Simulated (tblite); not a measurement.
# C3H10O2Si3: the cost of one run

Programs: tblite 0.8.0 and PySCF 2.14.0, with density-fitted response routines of our own. Each step states its level of theory. These are calculated values for one molecule in the gas phase, unless marked as measured. Atoms count from 0, in the outputs and in this text.

## (1) Starting geometry

18 atoms, charge 0, multiplicity 1; geometry from: force field or distance geometry start.

Bonds of the start (Å): C0–O1 1.43, O1–C2 1.38, C2–C3 1.29, C3–O4 1.39, O4–Si5 1.74, Si5–Si6 2.25, Si6–Si7 2.27, Si7–C2 1.85, C0–H8 1.10, C0–H9 1.10, C0–H10 1.11, C3–H11 1.11, Si5–H12 1.48, Si5–H13 1.46, Si6–H14 1.47, Si6–H15 1.43, Si7–H16 1.44, Si7–H17 1.45.

## (2) Relaxing the molecule with GFN2-xTB

Job settings and geometry (Å):

```
{"job": {"kind": "relax", "xc": "GFN2-xTB", "basis": "xTB"}, "charge": 0, "multiplicity": 1}
C      3.155500    -0.172800    -0.229600
O      1.895900     0.269600    -0.748900
C      0.718100     0.122000    -0.046700
C      0.438400    -1.042500     0.442200
O     -0.731800    -1.262900     1.152300
Si    -2.316600    -1.173600     0.443800
Si    -2.366400     0.834500    -0.580600
Si    -0.344200     1.626600     0.080700
H      3.976400     0.021400    -0.939100
H      3.378800     0.266900     0.754600
H      3.096100    -1.276300    -0.136600
H      1.191800    -1.845300     0.286500
H     -3.263500    -1.193100     1.577000
H     -2.570200    -2.263900    -0.486600
H     -3.452500     1.626600     0.025600
H     -2.488300     0.737100    -2.003000
H     -0.380500     2.221200     1.393700
H      0.054300     2.510700    -0.997000
```

Launch:

```console
OMP_NUM_THREADS=1 python probes_run.py task.json out
```

One launch serves the whole session: the jobs run in the order shown.

Q: Estimate the wall time of this first job on 1 thread of Arm Neoverse N1, shared host.

About 1.8 s.
